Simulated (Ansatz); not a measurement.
**GaH9O3Si3: how energies converge with the basis set**

The task here is to estimate one member of a computed series from the others.

Method: one geometry, several basis sets; program: Ansatz 0.2.0, Gaussian basis.

The runs, in order: PBE0-D4/def2-SVP; ωB97M-V/def2-SVP; PBE0-D4/def2-QZVPP; ωB97M-V/def2-QZVPP; the functionals' def2-TZVPP values are taken from earlier runs.

**Structure used throughout**

All runs share one geometry, relaxed beforehand with PBE0-D4 in a triple-zeta def2 set.

SMILES `[SiH3][O][Ga]([O][SiH3])[O][SiH3]`, 16 atoms, charge 0, spin multiplicity 1.

Atoms are counted from 1 here; the program's logs count them from 0.

Bond lengths: Si1–O2 1.639 Å, Si1–H8 1.484 Å, Si1–H9 1.488 Å, Si1–H10 1.488 Å, O2–Ga3 1.758 Å, Ga3–O4 1.758 Å, Ga3–O6 1.758 Å, O4–Si5 1.639 Å, Si5–H11 1.488 Å, Si5–H12 1.484 Å, Si5–H13 1.488 Å, O6–Si7 1.639 Å, Si7–H14 1.488 Å, Si7–H15 1.484 Å, Si7–H16 1.488 Å. Angles: O2–Si1–H8 108.0°, O2–Si1–H9 110.9°, O2–Si1–H10 110.8°, H8–Si1–H9 109.3°, H8–Si1–H10 109.3°, H9–Si1–H10 108.6°, Si1–O2–Ga3 137.5°, O2–Ga3–O4 120.0°, O2–Ga3–O6 120.0°, O4–Ga3–O6 120.0°, Ga3–O4–Si5 137.4°, O4–Si5–H11 110.8°, O4–Si5–H12 108.0°, O4–Si5–H13 110.8°, H11–Si5–H12 109.3°, H11–Si5–H13 108.6°, H12–Si5–H13 109.3°, Ga3–O6–Si7 137.4° and more.

The first run:

in.yaml

```yaml
crystal:
  periodic: [false, false, false]
  atoms:
    - {symbol: Si, position_ang: [-3.122722, -0.459314, -0.264141]}
    - {symbol: O, position_ang: [-1.700475, 0.355056, -0.269499]}
    - {symbol: Ga, position_ang: [-0.001296, -0.001659, 0.005265]}
    - {symbol: O, position_ang: [0.499266, -1.636977, 0.411787]}
    - {symbol: Si, position_ang: [1.898529, -2.425091, 0.739188]}
    - {symbol: O, position_ang: [1.197679, 1.277118, -0.126813]}
    - {symbol: Si, position_ang: [1.219844, 2.880202, -0.467360]}
    - {symbol: H, position_ang: [-4.200449, 0.499065, -0.614596]}
    - {symbol: H, position_ang: [-3.104235, -1.564079, -1.260562]}
    - {symbol: H, position_ang: [-3.396420, -1.036985, 1.079344]}
    - {symbol: H, position_ang: [2.833006, -2.346561, -0.415979]}
    - {symbol: H, position_ang: [1.570737, -3.847341, 1.008862]}
    - {symbol: H, position_ang: [2.568888, -1.840537, 1.931943]}
    - {symbol: H, position_ang: [0.397975, 3.641089, 0.512155]}
    - {symbol: H, position_ang: [2.627470, 3.344932, -0.392086]}
    - {symbol: H, position_ang: [0.689408, 3.138482, -1.833308]}
basis:
  gaussian: {orbitals: def2-SVP}
hamiltonian: {xc: pbe0, dispersion: d4}
output: {orbitals: {seedname: orbitals}}
```

Started as:

```sh
ansatz run in.yaml --threads 2 --pin off --events-out ev --progress --plain --max-ram 32768MiB --backend cpu
```

Steps of the session up to this table: PBE0-D4 in def2-SVP; ωB97M-V in def2-SVP; PBE0-D4 in def2-QZVPP; ωB97M-V in def2-QZVPP.

One table of the session follows, with a row left open; its other results are not shown here.

It belongs to the step «Functionals by basis». 

```
functional       basis  HOMO (eV)
   PBE0-D4    def2-SVP      -8.74
   PBE0-D4  def2-TZVPP      -8.83
   PBE0-D4  def2-QZVPP      -8.85
   ωB97M-V    def2-SVP          ?
   ωB97M-V  def2-TZVPP     -11.15
   ωB97M-V  def2-QZVPP     -11.16
```

**Question.** Estimate the row for ωB97M-V, def2-SVP.

The run gave: HOMO (eV): -11.02. In the column «HOMO (eV)» it lies between ωB97M-V, def2-TZVPP (-11.15) and PBE0-D4, def2-QZVPP (-8.85).
